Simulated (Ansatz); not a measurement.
# TiSn in Ansatz: the effect of target pressure

TiSn:

```xyz
2
Lattice="0.0000 2.8005 2.8005 2.8005 0.0000 2.8005 2.8005 2.8005 0.0000" Properties=species:S:1:pos:R:3 pbc="T T T"
Ti    0.0000    0.0000    0.0000
Sn    2.8005    2.8005    2.8005
```

The cell was built by a generator and needn't be a form met in nature.

Alike in all runs:

```yaml
Program: Ansatz 0.2.0
Task: relaxation of cell and atoms
Functional: PBE
Potentials_or_basis: Ansatz PAW
Cutoff: "420 eV (not typed: the program's choice for these potentials)"
k_mesh: 8 × 8 × 8
Occupations: fermi-dirac, width 0.05 eV
Spin: no spin polarisation
```

Each run relaxes the cell or the atoms first.

```csv
target pressure,relaxed volume (Å³/atom)
0 GPa,?
2 GPa,21.47
5 GPa,20.82
10 GPa,19.92
20 GPa,18.57
30 GPa,17.56
```

Task: What does the run with target pressure 0 GPa give?

Result: Relaxed volume 21.96 Å³/atom.

Worked out: In Murnaghan's law V^(-B') rises as a straight line in P. The other rows fit best with B' = 3.8, V0 = 21.95 Å³/atom and B0 = 85 GPa, which gives 21.95 Å³/atom at 0 GPa, against the run's 21.96.

Caveats: the plane-wave basis is chosen anew once the cell has moved, so the energies of steps on either side of that aren't comparable; the volume moved by over 15 % at a fixed basis, so the end points are rough (some runs).
